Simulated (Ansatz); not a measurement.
# H12Si5: the cost of one run

Method: RKS PBE-D4/STO-3G, in Ansatz 0.2.0.

### 1 Starting point

Bond lengths (14 of 16 bonds, heavy atoms first): Si1–Si2 2.220 Å, Si1–Si6 2.220 Å, Si1–Si10 2.218 Å, Si1–Si14 2.218 Å, Si2–H3 1.460 Å, Si2–H4 1.460 Å, Si2–H5 1.460 Å, Si6–H7 1.460 Å, Si6–H8 1.460 Å, Si6–H9 1.460 Å, Si10–H11 1.460 Å, Si10–H12 1.460 Å, Si10–H13 1.460 Å, Si14–H15 1.460 Å. Angles (14 of 30 angles, heavy atoms first): Si2–Si1–Si6 109.5°, Si2–Si1–Si10 109.5°, Si2–Si1–Si14 109.5°, Si6–Si1–Si10 109.5°, Si6–Si1–Si14 109.5°, Si10–Si1–Si14 109.5°, Si1–Si2–H3 109.5°, Si1–Si2–H4 109.5°, Si1–Si2–H5 109.5°, Si1–Si6–H7 109.5°, Si1–Si6–H8 109.5°, Si1–Si6–H9 109.5°, Si1–Si10–H11 109.5°, Si1–Si10–H12 109.5°.

Structure file:

```xyz
17

Si    0.0000    0.0000    0.0000
Si    0.0000    0.0000    2.2200
H    -1.3148   -0.4067    2.7074
H     1.0096   -0.9353    2.7074
H     0.3052    1.3420    2.7074
Si    2.0935    0.0000   -0.7393
H     2.5508   -1.3762   -0.9079
H     2.1573    0.6939   -2.0222
H     2.9510    0.6823    0.2255
Si   -1.0456    1.8115   -0.7393
H    -2.4302    1.4780   -1.0607
H    -1.0215    2.8436    0.2931
H    -0.3743    2.3069   -1.9374
Si   -1.0456   -1.8115   -0.7393
H    -1.7029   -2.4846    0.3772
H    -2.0454   -1.4265   -1.7311
H    -0.0777   -2.7173   -1.3511
```

### 2 Preparing the start

input.yaml reads:

```yaml
crystal:
  periodic: [false, false, false]
  atoms:
    - { symbol: Si, position_ang: [0.0, 0.0, 0.0] }
    - { symbol: Si, position_ang: [0.0, 0.0, 2.22] }
    - { symbol: H, position_ang: [-1.3148, -0.4067, 2.7074] }
    - { symbol: H, position_ang: [1.0096, -0.9353, 2.7074] }
    - { symbol: H, position_ang: [0.3052, 1.342, 2.7074] }
    - { symbol: Si, position_ang: [2.0935, 0.0, -0.7393] }
    - { symbol: H, position_ang: [2.5508, -1.3762, -0.9079] }
    - { symbol: H, position_ang: [2.1573, 0.6939, -2.0222] }
    - { symbol: H, position_ang: [2.951, 0.6823, 0.2255] }
    - { symbol: Si, position_ang: [-1.0456, 1.8115, -0.7393] }
    - { symbol: H, position_ang: [-2.4302, 1.478, -1.0607] }
    - { symbol: H, position_ang: [-1.0215, 2.8436, 0.2931] }
    - { symbol: H, position_ang: [-0.3743, 2.3069, -1.9374] }
    - { symbol: Si, position_ang: [-1.0456, -1.8115, -0.7393] }
    - { symbol: H, position_ang: [-1.7029, -2.4846, 0.3772] }
    - { symbol: H, position_ang: [-2.0454, -1.4265, -1.7311] }
    - { symbol: H, position_ang: [-0.0777, -2.7173, -1.3511] }
basis:
  gaussian: { orbitals: STO-3G }
hamiltonian:
  xc: pbe
  dispersion: d4
relax:
  f_tol: 0.02
  max_steps: 40
```

Run with:

```
> ansatz run input.yaml --threads 1 --pin off --max-ram 2048MiB --backend cpu --events-out ev --progress --plain --runs-dir out
```

Q: Estimate wall time and peak memory on 1 thread of Intel Xeon 6975P-C (Granite Rapids), shared host.

About 11 s, with a peak of 0.13 GiB.
